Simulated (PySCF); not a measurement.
# C₁₂H₁₃PSi: NMR shifts at several levels of theory, part 2 of 2

PySCF 2.14.0. Atoms count from 0. Earlier steps stand in the parts before.

## Step 6: NMR shieldings: KT2/pcSseg-1

Job settings and geometry (Å):

```
{"job": {"kind": "nmr", "xc": "KT2", "basis": "pcSseg-1", "pop": false}, "charge": 0, "multiplicity": 1}
C      2.700246     1.940603     1.211366
C      1.621165     2.326693     0.417819
C      1.084791     1.434798    -0.508816
C      1.619224     0.146619    -0.660059
Si     0.799024    -1.082426    -1.811262
P     -0.565147    -2.345224    -0.500423
C     -1.539556    -0.902136     0.100836
C     -1.140759    -0.310901     1.307854
C     -1.803213     0.809735     1.803287
C     -2.883940     1.348422     1.107320
C     -3.295747     0.761607    -0.089419
C     -2.626228    -0.351861    -0.592959
C      2.704499    -0.226954     0.147382
C      3.242049     0.662191     1.075859
H      3.121583     2.638211     1.939525
H      1.190689     3.325377     0.524402
H      0.226782     1.742555    -1.113228
H      1.808976    -1.966272    -2.472307
H      0.012105    -0.348872    -2.850894
H     -1.431805    -2.740175    -1.565651
H     -0.292840    -0.726731     1.858889
H     -1.471098     1.263320     2.740181
H     -3.407279     2.224722     1.497202
H     -4.143501     1.177233    -0.639872
H     -2.947437    -0.794441    -1.539570
H      3.136453    -1.228073     0.054100
H      4.088083     0.357311     1.696817
```

With the program's defaults for keys left out, this is: GIAO KT2/pcSseg-1 NMR shielding, non-relativistic, gas phase.

Output:

```text
coarse grid: 24344 points
cycle   1  E = -1109.5366027350  dE =  1.723e+00  |g| = 6.019e-01  |ddm| = 5.353e+00
cycle   2  E = -1109.3924979583  dE =  1.441e-01  |g| = 9.350e-01  |ddm| = 1.960e+00
cycle   3  E = -1109.6377142891  dE = -2.452e-01  |g| = 1.586e-01  |ddm| = 1.424e+00
cycle   4  E = -1109.6432574448  dE = -5.543e-03  |g| = 8.337e-02  |ddm| = 3.115e-01
cycle   5  E = -1109.6452022435  dE = -1.945e-03  |g| = 2.111e-02  |ddm| = 1.125e-01
cycle   6  E = -1109.6453394507  dE = -1.372e-04  |g| = 8.039e-03  |ddm| = 4.508e-02
cycle   7  E = -1109.6453555469  dE = -1.610e-05  |g| = 4.243e-03  |ddm| = 1.396e-02
cycle   8  E = -1109.6453608127  dE = -5.266e-06  |g| = 8.110e-04  |ddm| = 5.242e-03
final grid: 228184 points
cycle   9  E = -1109.6885858788  dE = -4.075e-04  |g| = 2.460e-02  |ddm| = 1.909e-01
cycle  10  E = -1109.6883696815  dE =  2.162e-04  |g| = 3.503e-02  |ddm| = 7.179e-02
cycle  11  E = -1109.6887104330  dE = -3.408e-04  |g| = 5.599e-03  |ddm| = 5.659e-02
cycle  12  E = -1109.6887165091  dE = -6.076e-06  |g| = 3.208e-03  |ddm| = 1.145e-02
cycle  13  E = -1109.6887195774  dE = -3.068e-06  |g| = 4.450e-04  |ddm| = 4.071e-03
cycle  14  E = -1109.6887196362  dE = -5.880e-08  |g| = 1.631e-04  |ddm| = 8.527e-04
cycle  15  E = -1109.6887196424  dE = -6.195e-09  |g| = 7.079e-05  |ddm| = 2.388e-04
cycle  16  E = -1109.6887196438  dE = -1.342e-09  |g| = 2.574e-05  |ddm| = 1.131e-04
cycle  17  E = -1109.6887196440  dE = -1.855e-10  |g| = 5.966e-06  |ddm| = 3.399e-05
converged SCF energy = -1109.6887196440

GIAO shielding tensors (ppm)
atom      isotropic    diamagn.    paramagn.     s11        s22        s33       span
  0 C       58.822     255.472    -196.650    -43.544     47.013    172.999    216.543
  1 C       60.354     254.862    -194.508    -42.847     51.913    171.996    214.842
  2 C       50.421     255.519    -205.098    -60.522     44.909    166.877    227.399
  3 C       58.240     262.360    -204.120    -31.233     21.177    184.775    216.008
  4 Si     394.819     886.205    -491.386    377.678    385.471    421.307     43.628
  5 P      470.050     972.004    -501.954    364.764    443.351    602.034    237.269
  6 C       55.160     267.080    -211.920    -32.809     30.292    167.996    200.805
  7 C       53.270     255.640    -202.369    -54.419     48.880    165.349    219.768
  8 C       60.108     255.090    -194.982    -41.730     50.779    171.275    213.005
  9 C       61.723     255.583    -193.860    -39.570     50.289    174.449    214.019
 10 C       59.467     254.790    -195.324    -41.458     51.480    168.377    209.835
 11 C       52.169     253.426    -201.256    -47.433     55.403    148.539    195.972
 12 C       53.065     253.407    -200.342    -54.129     46.405    166.918    221.047
 13 C       60.130     254.371    -194.240    -42.249     51.541    171.099    213.348
 14 H       24.082      29.110      -5.028     20.843     25.240     26.164      5.321
 15 H       24.423      32.022      -7.599     21.560     24.359     27.349      5.790
 16 H       25.009      36.142     -11.133     22.190     24.075     28.762      6.572
 17 H       25.987      29.880      -3.892     22.203     24.203     31.556      9.353
 18 H       26.394      31.493      -5.100     23.650     24.330     31.201      7.550
 19 H       27.302      31.755      -4.452     22.863     25.747     33.298     10.435
 20 H       25.098      35.611     -10.513     22.035     24.240     29.019      6.984
 21 H       24.564      32.507      -7.943     21.963     24.379     27.351      5.388
 22 H       24.255      29.776      -5.521     21.165     25.467     26.134      4.969
 23 H       24.126      29.375      -5.249     20.685     25.082     26.611      5.926
 24 H       23.826      33.658      -9.832     19.776     22.823     28.878      9.103
 25 H       23.708      32.248      -8.540     19.647     22.946     28.532      8.885
 26 H       23.996      29.028      -5.032     20.596     24.927     26.465      5.869
```

It took 66 s on 8 threads of Arm Neoverse V1, shared host.

In short: δ C2 131.5, C7 130.5, C6 128.1, C3 125.0, H14 7.10, H15 6.97 ppm (means over like atoms).

## Step 7: Shielding tensors: HF/pcSseg-1

Same as in step 6 but for these lines:

```diff
@@ -1,2 +1,2 @@
-{"job": {"kind": "nmr", "xc": "KT2", "basis": "pcSseg-1", "pop": false}, "charge": 0, "multiplicity": 1}
+{"job": {"kind": "nmr", "xc": "HF", "basis": "pcSseg-1", "pop": false}, "charge": 0, "multiplicity": 1}
 C      2.700246     1.940603     1.211366
```

Level: GIAO HF/pcSseg-1 NMR shielding, non-relativistic, gas phase.

Output:

```text
final grid: 228184 points
cycle   1  E = -1091.3789732851  dE =  3.811e+00  |g| = 6.148e-01  |ddm| = 5.032e+00
cycle   2  E = -1091.5271486766  dE = -1.482e-01  |g| = 1.807e-01  |ddm| = 1.179e+00
cycle   3  E = -1091.5393187959  dE = -1.217e-02  |g| = 7.783e-02  |ddm| = 4.892e-01
cycle   4  E = -1091.5411848610  dE = -1.866e-03  |g| = 2.089e-02  |ddm| = 1.280e-01
cycle   5  E = -1091.5413224362  dE = -1.376e-04  |g| = 5.616e-03  |ddm| = 3.417e-02
cycle   6  E = -1091.5413399920  dE = -1.756e-05  |g| = 2.165e-03  |ddm| = 1.369e-02
cycle   7  E = -1091.5413431033  dE = -3.111e-06  |g| = 6.962e-04  |ddm| = 6.481e-03
cycle   8  E = -1091.5413435152  dE = -4.119e-07  |g| = 3.335e-04  |ddm| = 2.316e-03
cycle   9  E = -1091.5413436078  dE = -9.257e-08  |g| = 1.558e-04  |ddm| = 8.270e-04
cycle  10  E = -1091.5413436376  dE = -2.981e-08  |g| = 7.282e-05  |ddm| = 4.300e-04
cycle  11  E = -1091.5413436454  dE = -7.793e-09  |g| = 2.462e-05  |ddm| = 2.532e-04
cycle  12  E = -1091.5413436461  dE = -7.649e-10  |g| = 7.177e-06  |ddm| = 8.796e-05
converged SCF energy = -1091.5413436461

GIAO shielding tensors (ppm)
atom      isotropic    diamagn.    paramagn.     s11        s22        s33       span
  0 C       52.354     257.302    -204.948    -68.612     39.975    185.700    254.312
  1 C       56.319     256.062    -199.743    -64.829     47.471    186.314    251.142
  2 C       43.782     254.638    -210.856    -89.498     37.195    183.649    273.147
  3 C       54.873     264.292    -209.419    -51.471     10.487    205.604    257.075
  4 Si     422.310     878.079    -455.769    406.108    411.077    449.745     43.637
  5 P      511.462     966.553    -455.091    403.409    490.586    640.391    236.982
  6 C       52.434     268.036    -215.601    -57.651     23.690    191.264    248.915
  7 C       46.358     255.279    -208.921    -82.150     40.887    180.338    262.488
  8 C       55.115     256.169    -201.055    -65.840     45.114    186.071    251.911
  9 C       55.658     257.348    -201.689    -63.435     43.992    186.419    249.854
 10 C       55.480     256.980    -201.501    -63.749     46.827    183.362    247.112
 11 C       48.261     254.635    -206.374    -71.242     49.062    166.963    238.204
 12 C       46.931     254.097    -207.166    -82.151     40.553    182.391    264.542
 13 C       56.490     256.342    -199.852    -63.336     47.807    184.998    248.333
 14 H       24.179      29.330      -5.151     20.379     25.573     26.586      6.208
 15 H       24.675      32.150      -7.475     21.234     24.838     27.954      6.720
 16 H       25.357      35.542     -10.185     22.316     24.398     29.357      7.042
 17 H       26.881      30.122      -3.241     22.727     25.031     32.886     10.159
 18 H       27.308      31.292      -3.984     24.484     25.123     32.317      7.833
 19 H       28.164      33.140      -4.976     22.778     26.651     35.064     12.287
 20 H       25.442      35.217      -9.775     22.255     24.553     29.520      7.265
 21 H       24.798      32.630      -7.832     21.690     24.771     27.932      6.242
 22 H       24.354      30.008      -5.654     20.590     25.895     26.576      5.985
 23 H       24.250      29.806      -5.556     20.201     25.508     27.041      6.840
 24 H       23.967      33.822      -9.855     19.281     23.196     29.425     10.144
 25 H       23.829      32.042      -8.213     19.370     23.117     28.999      9.629
 26 H       24.173      29.322      -5.149     20.130     25.432     26.957      6.827
```

It took 72 s on 8 threads of Arm Neoverse V1, shared host.

This run: δ C2 145.5, C7 143.5, C0 138.5, C6 138.4, H14 7.51, H22 7.33 ppm (means over like atoms).

## Step 8: Side by side: NMR shifts

Shifts (ppm) of some atoms, chosen among heavy atoms and hydrogens apart, means over like atoms, with basis size and wall time:

```
             run     C2     C7     C0     C9   H14   H17      P5  functions     time
   PBE0/pcSseg-1  142.5  141.1  135.3  132.3  7.41  4.92  -158.1        317    2 min
    PBE/pcSseg-1  139.9  138.5  132.6  129.6  7.29  5.03  -147.9        317     74 s
wB97X-D/pcSseg-1  143.7  142.1  136.5  133.6  7.43  4.85  -160.3        317  2.5 min
    KT2/pcSseg-1  131.5  130.5  124.4  121.5  7.10  4.99  -144.6        317     66 s
     HF/pcSseg-1  145.5  143.5  138.5  135.2  7.51  4.59  -155.2        317     72 s
```

## Step 9: Summary of results

What follows sums up all 2 parts.

| quantity | value |
| --- | --- |
| point group | C1 |
| rotational constants (main isotopes) | 0.75, 0.48, 0.35 GHz |
| ¹³C shifts against TMS (PBE0/pcSseg-1, means over atoms taken as alike) | 142.5, 141.1, 138.0, 135.3, 135.1, 133.8, 133.3, 132.3 ppm |
| ¹H shifts against TMS (PBE0/pcSseg-1, means over atoms taken as alike) | 7.41, 7.26, 7.24, 7.12, 7.08, 6.96, 4.92, 3.81 ppm |
| ²⁹Si shifts against TMS (PBE0/pcSseg-1) | -31.0 ppm |
| ³¹P shifts against H3PO4 (PBE0/pcSseg-1) | -158.1 ppm |
| range of the shift of P5 | -160.3 to -144.6 ppm |

In words: Single values in the summary come from the first run of each kind that ended normally (PBE0/pcSseg-1), which need not be the best level. The optimisation took 11 steps and gained 0.127 eV; among the close pairs (by a distance rule), P5–H19 changed most, from 1.392 to 1.429 Å. No frequency check was run at this level, so the end point may be a saddle. NICS(1)zz of -30 ppm above the planar ring from C0 marks a diatropic (aromatic) ring current. NICS(1)zz of -29 ppm above the planar ring from C6 marks a diatropic (aromatic) ring current. In ppm, P5 moves most: its shift spreads over 15.7 ppm, from -160.3 (wB97X-D/pcSseg-1) to -144.6 (KT2/pcSseg-1). Most of that comes from the computed reference, not from the atom's own shielding.
